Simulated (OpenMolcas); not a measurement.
# Gd²⁺ among point charges: CASSCF levels and susceptibility

How does a field of 8 point charges split the states of Gd²⁺, and what χT follows?

Method: state-averaged CASSCF, spin-orbit coupling by RASSI with atomic mean-field integrals. Code: OpenMolcas 26.06.

1 further run of the same task is left out (it didn't finish).

## 1. The atom as given

```
Species                           : Gd²⁺ (gadolinium, Z = 64, 62 electrons)
Basis                             : ANO-RCC-VDZP [7s6p4d2f1g], 68 functions
Scalar Hamiltonian                : DKH2, point nucleus
Inactive shells                   : 1s 2s 2p 3s 3p 3d 4s 4p 4d 5s 5p
Active space                      : 8 electrons in 7 orbitals (4f)
Some configurations of this space : 4f⁸
Orbitals                          : optimised for the highest spin of each parity, averaged over all roots
```

Outer shells as boxes (Hund's rule):

4f8
```
4f [↑↓][↑ ][↑ ][↑ ][↑ ][↑ ][↑ ]
```

The ion sits among 8 point charges of -2 e arranged as a hexagonal bipyramid (D6h), 2.3 Å from the ion, with the axial distance 2.484 Å. The active orbitals were held to one l.

The work runs as a chain of OpenMolcas steps in one folder; each step below is one input file. Labels, J, g values, rates, χT and fits are worked out afterwards by a script from the matrices that RASSI stores. The input lists half of the charges; inversion (Group=XYZ) makes the rest.

## 2. GATEWAY and SEWARD: basis and integrals

a.inp

```
&GATEWAY
Coord
1

Gd 0.0 0.0 0.0
Basis=ANO-RCC-VDZP
Group=XYZ
NoMove
AngMom=0.0 0.0 0.0
AMFI
XField
4 Angstrom 0
2.300000 0.000000 0.000000 -2.000000
1.150000 1.991858 0.000000 -2.000000
1.150000 -1.991858 0.000000 -2.000000
0.000000 0.000000 2.484000 -2.000000
&SEWARD
```

Command:

```
$ OMP_NUM_THREADS=1 MOLCAS_MEM=2252 MOLCAS_PROJECT=a pymolcas a.inp > a.log
```

## 3. Reference wave functions, septets of even parity, 7 roots

a.inp

```
&RASSCF
FileOrb=start.orb
Symmetry=1
Spin=7
nActEl=8 0 0
Inactive=15 12
Ras2=0 7
CIRoot=7 7 1
SDav=7
CIMx=300
Iter=120 100
PrWF=0.3
OrbListing=Nothing
MaxOrb=0
SupSym
0
1
14 13 14 15 16 17 18 19 26 27 28 29 30 31 32
>>> COPY $Project.JobIph JOB001
```

start.orb holds the contracted functions of the basis, ordered by shell, or the orbitals of the step before.

## 4. CASSCF: quintets of even parity, 140 roots

a.inp

```
&RASSCF
FileOrb=start.orb
Symmetry=1
Spin=5
nActEl=8 0 0
Inactive=15 12
Ras2=0 7
CIRoot=140 140 1
SDav=140
CIMx=300
Iter=120 100
PrWF=0.3
OrbListing=Nothing
MaxOrb=0
CIOnly
SupSym
0
1
14 13 14 15 16 17 18 19 26 27 28 29 30 31 32
>>> COPY $Project.JobIph JOB002
```

## 5. CASSCF: triplets of even parity, 162 roots

a.inp

```
&RASSCF
FileOrb=start.orb
Symmetry=1
Spin=3
nActEl=8 0 0
Inactive=15 12
Ras2=0 7
CIRoot=162 162 1
SDav=588
CIMx=300
Iter=120 100
PrWF=0.3
OrbListing=Nothing
MaxOrb=0
CIOnly
SupSym
0
1
14 13 14 15 16 17 18 19 26 27 28 29 30 31 32
>>> COPY $Project.JobIph JOB003
```

## 6. RASSI: spin-orbit coupling between the states

a.inp

```
&RASSI
NrOfJobIphs=3 7 75 9
1 2 3 4 5 6 7
1 2 3 4 5 6 7 8 9 10 11 12 13 14 15 16 17 18 19 20 21 22 23 24 25 26 27
28 29 30 31 32 33 34 35 36 37 38 39 40 41 42 43 44 45 46 47 48 49 50 51
52 53 54 55 56 57 58 59 60 61 62 63 64 65 66 67 68 69 70 71 72 73 74 75
1 2 3 4 5 6 7 8 9
IphNames
JOB001
JOB002
JOB003
EJob
SpinOrbit
DIPRint=1.0
SOCoupling=1000.0
Subsets=2
Property=9
'ANGMOM' 1 'ANGMOM' 2 'ANGMOM' 3 'MLTPL  1' 1 'MLTPL  1' 2 'MLTPL  1' 3
'AMFI' 1 'AMFI' 2 'AMFI' 3
SOProperty=3
'ANGMOM' 1 'ANGMOM' 2 'ANGMOM' 3
```

**Question.** What will these runs give? Wanted: spin-free ground state; first state of the same spin within the active space; lowest level; next level.

The runs gave:

```
                                            quantity                               value
                                              method                              CASSCF
                              spin-free ground state  septet, 1-fold in its orbital part
first state of the same spin within the active space                  septet at 140 cm⁻¹
                                        lowest level                              1-fold
                                          next level                           38.2 cm⁻¹
                                         χT at 300 K                     11.44 cm³ K/mol
                           effective moment at 300 K                             9.57 μB
```

**Reading.** The spin-free ground state (septet) comes to 100 % from free-ion F terms and keeps the highest spin of the shell. The quintets, triplets rest on orbitals optimised for another spin in at least one step, which raises them against the optimised states. Not all states of the active space went into the spin-orbit step. The free ion's ground configuration, as NIST lists it, lies outside this active space, so the lowest level here need not be the ground level. High states of lower spin are left out of the spin-orbit mixing, and CASSCF puts spin-flip levels too high. This is an electrostatic model: the charges have no orbitals.
